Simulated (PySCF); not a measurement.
# NaZn⁻: changing the method

Starting from one script, swap the method and compare what comes out for NaZn⁻.

The runs use PySCF 2.14.0; method and basis as typed in the scripts.

## (1) Starting geometry

NaZn⁻: 2 atoms, charge -1, spin multiplicity 1.

Bond lengths: Na1–Zn2 2.579 Å.

## (2) The base run

The input, input.py:

```python
from pyscf import gto, scf

mol = gto.M(
    atom='Na 0 0 0; Zn 0 0 2.579',
    basis='6-31g*',
    charge=-1,
    spin=0,
    verbose=4,
)
mf = scf.RHF(mol)
mf.kernel()
mf.dip_moment()
print('orbital energies (hartree):', mf.mo_energy[..., max(0, mol.nelec[1]-3):mol.nelec[0]+3].round(4))
```

On the command line:

```sh
$ OMP_NUM_THREADS=1 python input.py
```

## (3) Stability test

Variant 1 changes step after the SCF: none → stability.

input.py, as its differences from that of step 2:

```diff
@@ -11,2 +11,3 @@
 mf.kernel()
+mf.stability(internal=True, external=True)
 mf.dip_moment()
```

## (4) TDHF

Variant 2 changes step after the SCF: none → tddft; number of roots: none → 5.

input.py, as its differences from that of step 2:

```diff
@@ -1,2 +1,2 @@
-from pyscf import gto, scf
+from pyscf import gto, scf, tdscf
 
@@ -11,2 +11,6 @@
 mf.kernel()
+td = tdscf.TDHF(mf)
+td.nstates = 5
+td.kernel()
+td.analyze()
 mf.dip_moment()
```

## (5) Gradient

Variant 3 changes step after the SCF: none → gradient.

input.py, as its differences from that of step 2:

```diff
@@ -11,2 +11,3 @@
 mf.kernel()
+mf.nuc_grad_method().kernel()
 mf.dip_moment()
```

## (6) O3lyp (RKS)

Variant 4 changes functional: none (Hartree–Fock) → o3lyp; SCF type: RHF → RKS; step after the SCF: none → analyze.

The input, input.py:

```python
from pyscf import gto, dft

mol = gto.M(
    atom='Na 0 0 0; Zn 0 0 2.579',
    basis='6-31g*',
    charge=-1,
    spin=0,
    verbose=4,
)
mf = dft.RKS(mol, xc='o3lyp')
mf.kernel()
mf.analyze()
print('orbital energies (hartree):', mf.mo_energy[..., max(0, mol.nelec[1]-3):mol.nelec[0]+3].round(4))
```

## (7) Population analysis

Variant 5 changes step after the SCF: none → analyze.

input.py, as its differences from that of step 2:

```diff
@@ -11,3 +11,3 @@
 mf.kernel()
-mf.dip_moment()
+mf.analyze()
 print('orbital energies (hartree):', mf.mo_energy[..., max(0, mol.nelec[1]-3):mol.nelec[0]+3].round(4))
```

Q: Predict the outcome of this session. Wanted: for each run, E(SCF); from base; gap; after the SCF.

**Answer**, as computed:

```csv
run,E(SCF) (hartree),from base (eV),cycles,gap (eV),after the SCF
base,-1939.289161,0,10,3.84,n/a
stability test,-1939.289161,0.0000,10,3.84,unstable: RHF/RKS -> UHF/UKS
TDHF,-1939.289161,0.0000,10,3.84,lowest root found 0.49 eV
gradient,-1939.289161,0.0000,10,3.84,n/a
o3lyp (RKS),-1941.667338,not comparable,9,0.99,n/a
population analysis,-1939.289161,0.0000,10,3.84,n/a
```

In words: The highest filled level of this anion is positive: the basis lacks diffuse functions or the electron is not bound, so these numbers hang on the basis. A lower total energy from another functional means nothing by itself. The dearest run is “TDHF”, at 3.5 s against 0.93 s.
